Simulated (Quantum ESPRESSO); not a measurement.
Cu:

```
CELL_PARAMETERS angstrom
-1.47500 1.47500 1.47500
1.47500 -1.47500 1.47500
1.47500 1.47500 -1.47500
ATOMIC_POSITIONS crystal
Cu 0.00000 0.00000 0.00000
```

The cell was built by a generator and needn't be a form met in nature.

Base run:

| Quantity | Value |
| --- | --- |
| Program | Quantum ESPRESSO 7.5 |
| Functional | LDA |
| Potentials or basis | GBRV 1.5 LDA |
| Cutoff | 762 eV |
| Density cutoff | 6095 eV |
| k mesh | 18 × 18 × 18 |
| Occupations | methfessel-paxton, width 0.1 eV |
| Spin | no spin polarisation |

Its results: band gap on the k mesh none (metal or under the smearing width); pressure -20.1 GPa.

The run is repeated on the same cell with these changes: functional from LDA to PBEsol; potentials or basis from GBRV 1.5 LDA to GBRV 1.5 PBEsol. What comes out?

Band gap on the k mesh none (metal or under the smearing width); pressure -15.1 GPa.

Caveats: so large a pressure means that the cell lies far from this level's equilibrium, or that cutoff or potentials fall short.
